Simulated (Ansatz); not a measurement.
# AlSn (P-6m2) in Ansatz: further runs

One crystal, AlSn, is run at these levels: RPBE+D4; tasks: single point, equation of state.

Program: Ansatz 0.2.0. These are calculated values, not measurements. Logs are shortened: lines on timing, memory, paths and dates and some standing lists are left out, and cuts for length are marked.

**1. Starting point**

Symmetry: P-6m2, No. 187, hexagonal system. The conventional cell has a = 4.198 Å, b = 4.198 Å, c = 3.307 Å, α = 90.00°, β = 90.00°, γ = 120.00°. Sn (site symmetry -6m2) is surrounded by 6 Al at 2.93 Å and 2 Sn at 3.31 Å. Al (site symmetry -6m2) has 6 Sn at 2.93 Å and 2 Al at 3.31 Å as nearest neighbours.

The cell comes from a database or a generator and needn't be the stable form of this composition.

**2. Single point, RPBE+D4, 23.72 Å³/atom (volume scaled by 0.94)**

input.yaml reads:

```yaml
crystal:
  lattice:
    - [4.1124059441, 0.0, 0.0]
    - [-2.056202972, 3.5614480182, 0.0]
    - [0.0, 0.0, 3.2393413848]
  atoms:
    - { symbol: Sn, position: [0.3333333333, 0.6666666667, 0.5] }
    - { symbol: Al, position: [0.0, 0.0, 0.0] }
kpoints:
  mp_grid: { grid: [7, 7, 8] }
scf:
  occupations: { method: methfessel_paxton, width: 0.2 }
hamiltonian:
  xc: rpbe
  dispersion: d4
  pseudopotentials: { kind: all_electron, lapw: { basis_error: 0.001 } }
output:
  forces: true
  stress: true
  eigenvalues: true
```

Potentials or basis: all-electron LAPW, scalar-relativistic.

On the command line:

```
$ ansatz run input.yaml --threads 1 --pin off --max-ram 3072MiB --backend cpu --events-out ev --progress --plain --runs-dir out
```

Standard output:

```text
Warning: RAYON_NUM_THREADS=1 ignored (pool sized by the plan → 1); use --threads N
LAPW: plane waves up to 6.959 Å⁻¹, error target 1.0e-3 eV per atom; small_component_spin mean_spin; Al in spheres of 1.281 Å, 11 of its electrons in bands, Dirac shells []; Sn in spheres of 1.593 Å, 22 of its electrons in bands, Dirac shells [] (how accurate: hamiltonian.pseudopotentials.lapw.basis_error, Limitations)
Engine: ansatz 0.2.0, x86_64-unknown-linux-gnu
Pseudopotentials: kind: all_electron
Pseudopotential: Sn, LAPW, valence charge 22, lapw/all_electron/scalar/gaussian/Sn, Koelling and Harmon's equation, gaussian nucleus
Pseudopotential: Al, LAPW, valence charge 11, lapw/all_electron/scalar/gaussian/Al, Koelling and Harmon's equation, gaussian nucleus
Functional definition: RPBE
  parameter kappa = 0.804
  parameter beta = 0.06672455060314922
  exchange = rpbe_x(kappa = kappa, mu = beta*pi^2/3)
  correlation = pbe_c(beta = beta)
Crystal: 2 atoms, lattice volume = 47.444 Å³
Basis set: ecut = 184.53300206731677 eV, 277 PW (Γ), exchange–correlation at level 2
Bands: 21, of which v1, the nominal top of the filled ones, is band 17 counted from 1 (16 counted from 0)
Symmetry: 12 space group operations
Space group: P-6m2 (ITA 187), of the structure as read, at distance tolerance 3.6e-5 Å
k-points: 40 of 392 (time reversal used)
Non-local potential: Sn, projectors of the file, none
Non-local potential: Al, projectors of the file, none
Initial density: superposition of atomic densities (chi_scale 0.1, normalization cell, long waves kept (reshape's long-wave potential 0.00 eV rms))
Initial wavefunctions: plane waves of lowest kinetic energy (no species holds an atomic orbital)
Functional: x = rpbe, c = pbe(β = 0.06672455060314922)
iter 1 solved again at ethr=3.35e-4 eV; its pass at ethr=1.00e-1 eV (dr2=1.11e-1 eV) is discarded
SCF iter   1: F=—  HF=-174709.306502 eV  |F-HF|=—  |Δ(HF+E_count)|=         —  Δρ=1.35e-2  dr2=1.12e-1  ethr=3.35e-4  ⟨swp⟩=2.9  Hψ=5732  notcnv=0
preconditioner: auto → none  [insulator: Δε(μ)=0.132 eV  Ē_g=18.381 eV  σ=0.200 eV  W_gap=0.52  n_scr=8 (ndim 8)  ℏωp=22.2 eV  f_vac=0.000  D(μ)=0.67/eV (n_scr^D=0)  ε∞_Penn≈2.5]
SCF iter   2: F=—  HF=-174709.279542 eV  |F-HF|=—  |Δ(HF+E_count)|=   2.70e-2  S|Δr|=    0.00e0  Δρ=6.47e-3  dr2=2.43e-2  ethr=3.35e-4  ⟨swp⟩=2.0  Hψ=2398  notcnv=0
iter 3 solved again at ethr=2.22e-6 eV; its pass at ethr=7.38e-5 eV (dr2=7.32e-4 eV) is discarded
SCF iter   3: F=—  HF=-174709.280033 eV  |F-HF|=—  |Δ(HF+E_count)|=   4.91e-4  S|Δr|=    0.00e0  Δρ=1.13e-3  dr2=7.32e-4  ethr=2.22e-6  ⟨swp⟩=2.0  Hψ=4103  notcnv=0
SCF iter   4: F=—  HF=-174709.278616 eV  |F-HF|=—  |Δ(HF+E_count)|=         —  Δρ=3.40e-4  dr2=5.14e-5  ethr=2.22e-6  ⟨swp⟩=2.8  Hψ=2448  notcnv=0
the basis was enlarged: its passes take 146.1 KiB over the memory plan, 1 of 1 planned eigensolver slots
SCF iter   5: F=—  HF=-174709.278652 eV  |F-HF|=—  |Δ(HF+E_count)|=   3.60e-5  S|Δr|=    0.00e0  Δρ=6.22e-5  dr2=2.08e-6  ethr=1.56e-7  ⟨swp⟩=2.9  Hψ=2456  notcnv=0
SCF iter   6: F=-174709.278654 eV  HF=-174709.278654 eV  |F-HF|=1.45e-7  |Δ(HF+E_count)|=   2.02e-6  S|Δr|=    0.00e0  Δρ=1.06e-5  dr2=5.92e-8  ethr=6.31e-9  ⟨swp⟩=3.0  Hψ=2528  notcnv=0
SCF 1 converged in 6 iterations: F = -174709.278654 eV  dr2 = 5.92e-8
SCF converged after 6 iterations
Stability not checked: this state was not tested for a lower state beside it, because cold or Methfessel-Paxton smearing, or corrected tetrahedra, fill the levels in a way that the test cannot read (fill_not_monotonic; see scf.lower_state_search)
Free energy (F): -174709.278654 eV
Harris-Foulkes:  -174709.278654 eV  (|F-HF|=1.45e-7)
Internal energy: -174709.280406 eV  (E = F + TS)
E sigma→0 (E₀):  -174709.279092 eV
Entropy (-TS):   0.001752 eV (0.876 meV/atom)
Fermi energy:    11.121711 eV
--- Per-component energies (eV) ---
  E_band       = -1246.828787
  E_kinetic    = 183421.636809
  E_xc         = -5016.631770
  E_electrostatic = -353113.005967  (all electrons and nuclei)
  E_disp       = -1.279477  (pairwise vdW)
  E_smearing   = 0.001752  (= −TS)
  E_closure    = 0.000000  (closes the sum)
  E_atoms      = -174701.513013  (free atoms, spherical and without spin; not in F)
  Σ components = -174709.278654   (vs F -174709.278654, Δ=0.00e0)
  Basis errors (estimates in eV, not in F): energy 3.7e-4 per atom: plane waves 3.2e-4 (1.8e-4 summed), levels above the bands 0.0e0, relativity 2.8e-8, radial functions 4.5e-5, core shells 6.7e-10; eigenvalues (radial functions only) 2.1e-6; not estimated: angular momenta, meshes, grids; target (lapw.basis_error) 1.0e-3; muffin-tin radii Al 1.281 Å, Sn 1.593 Å
--- Forces (eV/Å), atoms counted from 1 ---
  atom   1  Sn     0.00000000     0.00000000     0.00000000
  atom   2  Al     0.00000000     0.00000000     0.00000000
  max |Σ_I F_I| component: 1.16e-17 eV/Å
--- Stress (GPa, compression-positive) ---
        0.310067       0.000000       0.000000
        0.000000       0.310067       0.000000
        0.000000       0.000000       2.202664
  P = ⅓ Tr σ = 0.9409 GPa (9.409 kbar)
--- Band table (eV; the first three rows and the last of 40) ---
  k-point 0: bands = ["-118.2687", "-92.8018", "-74.0563", "-74.0342", "-74.0342", "-54.0790", "-54.0752", "-54.0752", "-10.3876", "-10.2585", "-10.2585", "-10.2341", "-10.2341", "0.2290", "10.8273", "10.8273", "12.2089", "13.8310", "14.2288", "14.2288", "16.3576"]
  k-point 1: bands = ["-118.2687", "-92.8018", "-74.0567", "-74.0341", "-74.0341", "-54.0793", "-54.0752", "-54.0752", "-10.3566", "-10.2571", "-10.2571", "-10.2457", "-10.2457", "0.4586", "11.0707", "11.0707", "11.5039", "12.5117", "14.4130", "14.4130", "17.3091"]
  k-point 2: bands = ["-118.2687", "-92.8018", "-74.0578", "-74.0341", "-74.0341", "-54.0800", "-54.0752", "-54.0752", "-10.2815", "-10.2740", "-10.2740", "-10.2533", "-10.2533", "1.1487", "8.7069", "11.7824", "11.7824", "13.0609", "14.9299", "14.9299", "17.7978"]
  k-point 39: bands = ["-118.2686", "-92.8017", "-74.0593", "-74.0340", "-74.0340", "-54.0811", "-54.0751", "-54.0751", "-10.3277", "-10.3220", "-10.2419", "-10.2320", "-10.1584", "5.6017", "6.9467", "7.9389", "8.8326", "10.3137", "11.3508", "18.4832", "19.0248"]
```

Wall time 9 s (1 thread of Intel Xeon at 2.70GHz, shared host); peak memory 0.29 GiB.

What came out:

```yaml
Free_energy: -174709.2787 eV
Pressure: 0.9 GPa
Band_gap_on_the_k_mesh: none (metal or under the smearing width)
```

Caveat: pairwise dispersion overbinds metals, which lowers pressure and volume.

**3. Single point, RPBE+D4, 24.23 Å³/atom (volume scaled by 0.96)**

input.yaml, as its differences from that of step 2:

```diff
@@ -2,5 +2,5 @@
   lattice:
-    - [4.1124059441, 0.0, 0.0]
-    - [-2.056202972, 3.5614480182, 0.0]
-    - [0.0, 0.0, 3.2393413848]
+    - [4.1413675035, 0.0, 0.0]
+    - [-2.0706837517, 3.5865294644, 0.0]
+    - [0.0, 0.0, 3.2621543997]
   atoms:
```

Potentials or basis: all-electron LAPW, scalar-relativistic.

On the command line:

```
$ ansatz run input.yaml --threads 1 --pin off --max-ram 3072MiB --backend cpu --events-out ev --progress --plain --runs-dir out
```

It took 9 s on 1 thread of Intel Xeon at 2.70GHz, shared host; peak memory 0.29 GiB.

Results (log left out):

```yaml
Free_energy: -174709.2806 eV
Pressure: -0.3 GPa
Band_gap_on_the_k_mesh: none (metal or under the smearing width)
```

Caveat: pairwise dispersion overbinds metals, which lowers pressure and volume.

**4. Single point, RPBE+D4, 24.73 Å³/atom (volume scaled by 0.98)**

input.yaml, as its differences from that of step 3:

```diff
@@ -2,5 +2,5 @@
   lattice:
-    - [4.1413675035, 0.0, 0.0]
-    - [-2.0706837517, 3.5865294644, 0.0]
-    - [0.0, 0.0, 3.2621543997]
+    - [4.1699295613, 0.0, 0.0]
+    - [-2.0849647806, 3.611264932, 0.0]
+    - [0.0, 0.0, 3.2846527272]
   atoms:
```

On the command line:

```
$ ansatz run input.yaml --threads 1 --pin off --max-ram 3072MiB --backend cpu --events-out ev --progress --plain --runs-dir out
```

Wall time 10 s (1 thread of Intel Xeon at 2.70GHz, shared host); peak memory 0.29 GiB.

Results (log left out):

```yaml
Free_energy: -174709.2753 eV
Pressure: -1.4 GPa
Band_gap_on_the_k_mesh: none (metal or under the smearing width)
```

Caveat: pairwise dispersion overbinds metals, which lowers pressure and volume.

**5. Single point, RPBE+D4, 25.24 Å³/atom**

input.yaml, as its differences from that of step 4:

```diff
@@ -2,5 +2,5 @@
   lattice:
-    - [4.1699295613, 0.0, 0.0]
-    - [-2.0849647806, 3.611264932, 0.0]
-    - [0.0, 0.0, 3.2846527272]
+    - [4.1981056157, 0.0, 0.0]
+    - [-2.0990528078, 3.6356661109, 0.0]
+    - [0.0, 0.0, 3.306847]
   atoms:
```

On the command line:

```
$ ansatz run input.yaml --threads 1 --pin off --max-ram 3072MiB --backend cpu --events-out ev --progress --plain --runs-dir out
```

Wall time 9.7 s (1 thread of Intel Xeon at 2.70GHz, shared host); peak memory 0.29 GiB.

The run converged. Its results:

```yaml
Free_energy: -174709.2634 eV
Pressure: -2.4 GPa
Band_gap_on_the_k_mesh: none (metal or under the smearing width)
```

Caveat: pairwise dispersion overbinds metals, which lowers pressure and volume.

**6. Single point, RPBE+D4, 25.74 Å³/atom (volume scaled by 1.02)**

input.yaml, as its differences from that of step 5:

```diff
@@ -2,5 +2,5 @@
   lattice:
-    - [4.1981056157, 0.0, 0.0]
-    - [-2.0990528078, 3.6356661109, 0.0]
-    - [0.0, 0.0, 3.306847]
+    - [4.2259084499, 0.0, 0.0]
+    - [-2.1129542249, 3.6597440716, 0.0]
+    - [0.0, 0.0, 3.3287472872]
   atoms:
```

Potentials or basis: all-electron LAPW, scalar-relativistic.

On the command line:

```
$ ansatz run input.yaml --threads 1 --pin off --max-ram 3072MiB --backend cpu --events-out ev --progress --plain --runs-dir out
```

Wall time 11 s (1 thread of Intel Xeon at 2.70GHz, shared host); peak memory 0.29 GiB.

The run converged. Its results:

```
Free energy            : -174709.2457 eV
Pressure               : -3.2 GPa
Band gap on the k mesh : none (metal or under the smearing width)
```

Caveat: pairwise dispersion overbinds metals, which lowers pressure and volume.

**7. Single point, RPBE+D4, 26.25 Å³/atom (volume scaled by 1.04)**

input.yaml, as its differences from that of step 6:

```diff
@@ -2,5 +2,5 @@
   lattice:
-    - [4.2259084499, 0.0, 0.0]
-    - [-2.1129542249, 3.6597440716, 0.0]
-    - [0.0, 0.0, 3.3287472872]
+    - [4.2533501828, 0.0, 0.0]
+    - [-2.1266750913, 3.6835093094, 0.0]
+    - [0.0, 0.0, 3.350363135]
   atoms:
```

On the command line:

```
$ ansatz run input.yaml --threads 1 --pin off --max-ram 3072MiB --backend cpu --events-out ev --progress --plain --runs-dir out
```

It took 14 s on 1 thread of Intel Xeon at 2.70GHz, shared host; peak memory 0.28 GiB.

It converged, with:

| Item | Value |
| --- | --- |
| Free energy | -174709.2228 eV |
| Pressure | -4.0 GPa |
| Band gap on the k mesh | none (metal or under the smearing width) |

Caveat: pairwise dispersion overbinds metals, which lowers pressure and volume.

**8. Single point, RPBE+D4, 26.75 Å³/atom (volume scaled by 1.06)**

input.yaml, as its differences from that of step 7:

```diff
@@ -2,5 +2,5 @@
   lattice:
-    - [4.2533501828, 0.0, 0.0]
-    - [-2.1266750913, 3.6835093094, 0.0]
-    - [0.0, 0.0, 3.350363135]
+    - [4.2804423157, 0.0, 0.0]
+    - [-2.1402211578, 3.7069717847, 0.0]
+    - [0.0, 0.0, 3.371703603]
   atoms:
```

On the command line:

```
$ ansatz run input.yaml --threads 1 --pin off --max-ram 3072MiB --backend cpu --events-out ev --progress --plain --runs-dir out
```

Run time: 11 s. Hardware: 1 thread of Intel Xeon at 2.70GHz, shared host; peak memory 0.29 GiB.

Results (log left out):

| Property | Result |
| --- | --- |
| Free energy | -174709.1956 eV |
| Pressure | -4.7 GPa |
| Band gap on the k mesh | none (metal or under the smearing width) |

Caveat: pairwise dispersion overbinds metals, which lowers pressure and volume.

**9. Equation of state, RPBE+D4**

Potentials or basis: all-electron LAPW, scalar-relativistic.

This step only gathers the single runs of the series.

What came out:

```
Equilibrium volume                        : 24.10 Å³/atom
Bulk modulus at fixed shape and positions : 58 GPa
Pressure derivative of the bulk modulus   : 4.8
```

Energy against volume, from the lowest point:
```csv
volume (Å³/atom),energy (meV/atom)
23.722,0.98
24.227,0.00
24.731,2.68
25.236,8.62
25.741,17.48
26.245,28.89
26.750,42.53
```

Caveat: the cell was scaled at fixed shape and fractional positions, which overstates the stiffness of a crystal with free parameters, most of all of layers and chains.
